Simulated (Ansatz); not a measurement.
# CHGe radical: geometry and frequencies at several levels, part 1 of 2

Aim: geometry and frequencies at several levels, for CHGe radical, with the cost of each level. Spin multiplicity 2.

Computed with Ansatz 0.2.0 (the levels named in each step, unless a step's input says otherwise).

### Step 1. The structure to begin with

Bond lengths: C1–Ge2 1.771 Å, C1–H3 1.073 Å. Angles: Ge2–C1–H3 180.0°.

Structure file:

```xyz
3

C     0.0000    0.0000   -0.2328
Ge    0.0000    0.0000    1.5386
H     0.0000    0.0000   -1.3058
```

### Step 2. A rough first relaxation, PBE-D4/def2-SVP

This run stands in another session on the same molecule. It ended at:

```xyz
3

C     0.0000    0.0000   -0.2296
Ge    0.0000    0.0000    1.5600
H     0.0000    0.0000   -1.3305
```

### Step 3. Relaxation, PBE0-D4/def2-TZVPP

This run stands in another session on the same molecule. It ended at:

```xyz
3

C     0.0000    0.0000   -0.2281
Ge    0.0000    0.0000    1.5376
H     0.0000    0.0000   -1.3095
```

### Step 4. Frequencies, PBE0-D4/def2-TZVPP

Input file input.yaml:

```yaml
crystal:
  periodic: [false, false, false]
  atoms:
    - { symbol: C, position_ang: [0.0, 0.0, -0.22813727] }
    - { symbol: Ge, position_ang: [0.0, 0.0, 1.53763626] }
    - { symbol: H, position_ang: [0.0, 0.0, -1.30949899] }
magnetization:
  spin_polarized: true
  initial_magnetization: 1
basis:
  gaussian: { orbitals: def2-TZVPP }
hamiltonian:
  xc: pbe0
  dispersion: d4
phonons: {}
```

Run with:

```bash
> ansatz run input.yaml --threads 2 --pin off --max-ram 5120MiB --backend cpu --events-out ev --progress --plain --runs-dir out
```

Log, cut to the lines that bear on the results:

```text
Warning: RAYON_NUM_THREADS=2 ignored (pool sized by the plan → 2); use --threads N
[...]
Functional definition: PBE0
[...]
640 factors; their error is unknown
[...]
mean field -57559.65212510 eV, -2115.2782002638 hartree, gradient 2.1e-5 eV, S^2 0.761950; 2 other end points of the search recorded, 0 dependent functions left out
[...]
reference -57559.65214390 eV, -2115.2782009549 hartree; 20, 19 occupied and 73, 74 virtual orbitals, 640 factors
[...]
640 factors; their error is unknown
[...]
mean field -57559.65211993 eV, -2115.2782000740 hartree, gradient 2.5e-6 eV, S^2 0.761951; 0 other end points of the search recorded, 0 dependent functions left out
[...]
reference -57559.65213874 eV, -2115.2782007651 hartree; 20, 19 occupied and 73, 74 virtual orbitals, 640 factors
[...]
640 factors; their error is unknown
mean field -57559.65211993 eV, -2115.2782000740 hartree, gradient 2.5e-6 eV, S^2 0.761951; 0 other end points of the search recorded, 0 dependent functions left out
[...]
reference -57559.65213874 eV, -2115.2782007651 hartree; 20, 19 occupied and 73, 74 virtual orbitals, 640 factors
[...]
640 factors; their error is unknown
mean field -57559.65211844 eV, -2115.2782000190 hartree, gradient 2.3e-6 eV, S^2 0.761950; 0 other end points of the search recorded, 0 dependent functions left out
[...]
reference -57559.65213724 eV, -2115.2782007101 hartree; 20, 19 occupied and 73, 74 virtual orbitals, 640 factors
[...]
640 factors; their error is unknown
[...]
640 factors; their error is unknown
mean field -57559.65212253 eV, -2115.2782001696 hartree, gradient 2.3e-6 eV, S^2 0.761950; 0 other end points of the search recorded, 0 dependent functions left out
[...]
reference -57559.65214134 eV, -2115.2782008607 hartree; 20, 19 occupied and 73, 74 virtual orbitals, 640 factors
[...]
640 factors; their error is unknown
mean field -57559.65212253 eV, -2115.2782001696 hartree, gradient 2.3e-6 eV, S^2 0.761950; 0 other end points of the search recorded, 0 dependent functions left out
[...]
reference -57559.65214134 eV, -2115.2782008607 hartree; 20, 19 occupied and 73, 74 virtual orbitals, 640 factors
[...]
640 factors; their error is unknown
[...]
mean field -57559.65201073 eV, -2115.2781960609 hartree, gradient 2.3e-6 eV, S^2 0.761945; 0 other end points of the search recorded, 0 dependent functions left out
[...]
reference -57559.65202953 eV, -2115.2781967517 hartree; 20, 19 occupied and 73, 74 virtual orbitals, 640 factors
[...]
640 factors; their error is unknown
mean field -57559.65201447 eV, -2115.2781961983 hartree, gradient 2.3e-6 eV, S^2 0.761954; 0 other end points of the search recorded, 0 dependent functions left out
[...]
reference -57559.65203328 eV, -2115.2781968896 hartree; 20, 19 occupied and 73, 74 virtual orbitals, 640 factors
Total energy: -57559.68594114 eV, -2115.2794429805 hartree
Atom 0 at     0.000000     0.000000    -0.228137 Å, force     0.000000    -0.000000     0.000111 eV/Å
Atom 1 at     0.000000     0.000000     1.537636 Å, force    -0.000000     0.000000    -0.000084 eV/Å
Atom 2 at     0.000000     0.000000    -1.309499 Å, force    -0.000000     0.000000    -0.000027 eV/Å
Dipole moment:    -0.000000     0.000000     0.033356 e Å
Vibrations: 458.01 520.17 893.77 3258.93 cm⁻¹, zero-point energy 0.318073 eV
```

It took 44 s on 2 threads of Intel Xeon at 2.50GHz (Skylake/Cascade Lake), shared host; peak memory 0.18 GiB.

Harmonic frequencies (cm⁻¹; negative: imaginary): 458, 520, 894, 3259.

### Step 5. Relaxation, PBE-D4/def2-TZVPP

Changes to input.yaml since step 4:

```diff
@@ -12,4 +12,6 @@
 hamiltonian:
-  xc: pbe0
+  xc: pbe
   dispersion: d4
-phonons: {}
+relax:
+  f_tol: 0.002
+  max_steps: 150
```

Run with:

```bash
> ansatz run input.yaml --threads 2 --pin off --max-ram 5120MiB --backend cpu --events-out ev --progress --plain --runs-dir out
```

Log, cut to the lines that bear on the results:

```text
Warning: RAYON_NUM_THREADS=2 ignored (pool sized by the plan → 2); use --threads N
[...]
Functional definition: PBE
[...]
597 factors; their error is unknown
[...]
mean field -57558.27610938 eV, -2115.2276326188 hartree, gradient 6.9e-5 eV, S^2 0.755949; 4 other end points of the search recorded, 0 dependent functions left out
[...]
reference -57558.27613466 eV, -2115.2276335481 hartree; 20, 19 occupied and 73, 74 virtual orbitals, 597 factors
relax step   1: F+E_penalty+E_count = -57558.31687547 eV  Δ(F+E_penalty+E_count) = +0.000e0 eV  max|allowed force component| = 6.352e-1 eV/Å  Δτ_max = 0.0000 Å  (145 SCF iters, accepted)
[...]
relax step   3: F+E_penalty+E_count = -57558.32461082 eV  Δ(F+E_penalty+E_count) = -1.036e-3 eV  max|allowed force component| = 5.761e-3 eV/Å  Δτ_max = 0.0060 Å  (38 SCF iters, accepted)
[...]
relax step   4: F+E_penalty+E_count = -57558.32461144 eV  Δ(F+E_penalty+E_count) = -6.211e-7 eV  max|allowed force component| = 2.668e-5 eV/Å  Δτ_max = 0.0002 Å  (25 SCF iters, accepted)
597 factors; their error is unknown
[...]
mean field -57558.28393441 eV, -2115.2279201834 hartree, gradient 1.9e-5 eV, S^2 0.756410; 4 other end points of the search recorded, 0 dependent functions left out
[...]
reference -57558.28395976 eV, -2115.2279211152 hartree; 20, 19 occupied and 73, 74 virtual orbitals, 597 factors
Total energy: -57558.32463680 eV, -2115.2294159686 hartree
Atom 0 at     0.000000     0.000000    -0.232151 Å, force    -0.000000    -0.000000    -0.000013 eV/Å
Atom 1 at    -0.000000    -0.000000     1.554387 Å, force     0.000000     0.000000     0.000027 eV/Å
Atom 2 at    -0.000000    -0.000000    -1.322235 Å, force     0.000000     0.000000    -0.000014 eV/Å
Dipole moment:     0.000000    -0.000000     0.026798 e Å
```

It took 17 s on 2 threads of Intel Xeon at 2.50GHz (Skylake/Cascade Lake), shared host; peak memory 0.16 GiB.

The steps of the relaxation:

```csv
step,E - E(step 1) (eV),largest force component (eV/Å)
1,0.0000,0.6352
2,-0.0067,0.2343
3,-0.0077,0.0058
4,-0.0077,0.0000
```

Step 1 is the start.

Before: Bond lengths: C1–Ge2 1.766 Å, C1–H3 1.081 Å. Angles: Ge2–C1–H3 180.0°.

After: Bond lengths: C1–Ge2 1.787 Å, C1–H3 1.090 Å. Angles: Ge2–C1–H3 180.0°.

### Step 6. Frequencies, PBE-D4/def2-TZVPP

Input file input.yaml:

```yaml
crystal:
  periodic: [false, false, false]
  atoms:
    - { symbol: C, position_ang: [0.0, 0.0, -0.23215116] }
    - { symbol: Ge, position_ang: [0.0, 0.0, 1.55438662] }
    - { symbol: H, position_ang: [0.0, 0.0, -1.32223546] }
magnetization:
  spin_polarized: true
  initial_magnetization: 1
basis:
  gaussian: { orbitals: def2-TZVPP }
hamiltonian:
  xc: pbe
  dispersion: d4
phonons: {}
```

Run with:

```bash
> ansatz run input.yaml --threads 2 --pin off --max-ram 5120MiB --backend cpu --events-out ev --progress --plain --runs-dir out
```

Log, cut to the lines that bear on the results:

```text
Warning: RAYON_NUM_THREADS=2 ignored (pool sized by the plan → 2); use --threads N
[...]
Functional definition: PBE
[...]
597 factors; their error is unknown
[...]
mean field -57558.28393441 eV, -2115.2279201834 hartree, gradient 8.1e-5 eV, S^2 0.756410; 4 other end points of the search recorded, 0 dependent functions left out
[...]
reference -57558.28395976 eV, -2115.2279211152 hartree; 20, 19 occupied and 73, 74 virtual orbitals, 597 factors
[...]
597 factors; their error is unknown
mean field -57558.28393015 eV, -2115.2279200268 hartree, gradient 1.8e-6 eV, S^2 0.756410; 0 other end points of the search recorded, 0 dependent functions left out
[...]
reference -57558.28395550 eV, -2115.2279209586 hartree; 20, 19 occupied and 73, 74 virtual orbitals, 597 factors
[...]
597 factors; their error is unknown
[...]
mean field -57558.28382542 eV, -2115.2279161783 hartree, gradient 1.7e-6 eV, S^2 0.756408; 0 other end points of the search recorded, 0 dependent functions left out
[...]
reference -57558.28385077 eV, -2115.2279171097 hartree; 20, 19 occupied and 73, 74 virtual orbitals, 597 factors
[...]
597 factors; their error is unknown
[...]
mean field -57558.28383245 eV, -2115.2279164363 hartree, gradient 1.8e-6 eV, S^2 0.756412; 0 other end points of the search recorded, 0 dependent functions left out
[...]
reference -57558.28385781 eV, -2115.2279173686 hartree; 20, 19 occupied and 73, 74 virtual orbitals, 597 factors
Total energy: -57558.32463680 eV, -2115.2294159686 hartree
Atom 0 at     0.000000     0.000000    -0.232151 Å, force    -0.000000    -0.000000    -0.000011 eV/Å
Atom 1 at     0.000000     0.000000     1.554387 Å, force     0.000000     0.000000     0.000022 eV/Å
Atom 2 at     0.000000     0.000000    -1.322235 Å, force     0.000000     0.000000    -0.000010 eV/Å
Dipole moment:     0.000000    -0.000000     0.026796 e Å
Vibrations: 416.43 488.68 846.34 3155.33 cm⁻¹, zero-point energy 0.304182 eV
```

Wall time 32 s (2 threads of Intel Xeon at 2.50GHz (Skylake/Cascade Lake), shared host); peak memory 0.16 GiB.

Harmonic frequencies (cm⁻¹; negative: imaginary): 416, 489, 846, 3155.

### Step 7. Relaxation, r2SCAN-D4/def2-TZVPP

Input file input.yaml:

```yaml
crystal:
  periodic: [false, false, false]
  atoms:
    - { symbol: C, position_ang: [0.0, 0.0, -0.22813727] }
    - { symbol: Ge, position_ang: [0.0, 0.0, 1.53763626] }
    - { symbol: H, position_ang: [0.0, 0.0, -1.30949899] }
magnetization:
  spin_polarized: true
  initial_magnetization: 1
basis:
  gaussian: { orbitals: def2-TZVPP }
hamiltonian:
  xc: r2scan
  dispersion: d4
relax:
  f_tol: 0.002
  max_steps: 150
```

Run with:

```bash
> ansatz run input.yaml --threads 2 --pin off --max-ram 5120MiB --backend cpu --events-out ev --progress --plain --runs-dir out
```

Log, cut to the lines that bear on the results:

```text
Warning: RAYON_NUM_THREADS=2 ignored (pool sized by the plan → 2); use --threads N
[...]
Functional definition: r2SCAN
[...]
597 factors; their error is unknown
[...]
mean field -57567.26558584 eV, -2115.5579897857 hartree, gradient 1.4e-5 eV, S^2 0.762765; 8 other end points of the search recorded, 0 dependent functions left out
[...]
reference -57567.26559470 eV, -2115.5579901110 hartree; 20, 19 occupied and 73, 74 virtual orbitals, 597 factors
relax step   1: F+E_penalty+E_count = -57567.27377003 eV  Δ(F+E_penalty+E_count) = +0.000e0 eV  max|allowed force component| = 1.269e-1 eV/Å  Δτ_max = 0.0000 Å  (333 SCF iters, accepted)
[...]
relax step   2: F+E_penalty+E_count = -57567.27400015 eV  Δ(F+E_penalty+E_count) = -2.301e-4 eV  max|allowed force component| = 4.452e-2 eV/Å  Δτ_max = 0.0019 Å  (50 SCF iters, accepted)
[...]
relax step   3: F+E_penalty+E_count = -57567.27403255 eV  Δ(F+E_penalty+E_count) = -3.239e-5 eV  max|allowed force component| = 3.153e-4 eV/Å  Δτ_max = 0.0010 Å  (51 SCF iters, accepted)
597 factors; their error is unknown
[...]
mean field -57567.26584975 eV, -2115.5579994840 hartree, gradient 4.9e-5 eV, S^2 0.763063; 6 other end points of the search recorded, 0 dependent functions left out
[...]
reference -57567.26585861 eV, -2115.5579998095 hartree; 20, 19 occupied and 73, 74 virtual orbitals, 597 factors
Total energy: -57567.27404141 eV, -2115.5583005219 hartree
Atom 0 at    -0.000000    -0.000000    -0.229184 Å, force    -0.000000    -0.000000    -0.000316 eV/Å
Atom 1 at     0.000000     0.000000     1.540558 Å, force    -0.000000     0.000000     0.000246 eV/Å
Atom 2 at     0.000000    -0.000000    -1.311374 Å, force     0.000000     0.000000     0.000069 eV/Å
Dipole moment:     0.000000     0.000000     0.002654 e Å
```

Wall time 40 s (2 threads of Intel Xeon at 2.50GHz (Skylake/Cascade Lake), shared host); peak memory 0.21 GiB.

Step by step:

```
step  energy from step 1 (eV)  largest force component (eV/Å)
   1                   0.0000                          0.1269
   2                  -0.0002                          0.0445
   3                  -0.0003                          0.0003
```

Step 1 is the start.

Before: Bond lengths: C1–Ge2 1.766 Å, C1–H3 1.081 Å. Angles: Ge2–C1–H3 180.0°.

After: Bond lengths: C1–Ge2 1.770 Å, C1–H3 1.082 Å. Angles: Ge2–C1–H3 180.0°.

(Continued in part 2 of 2.)
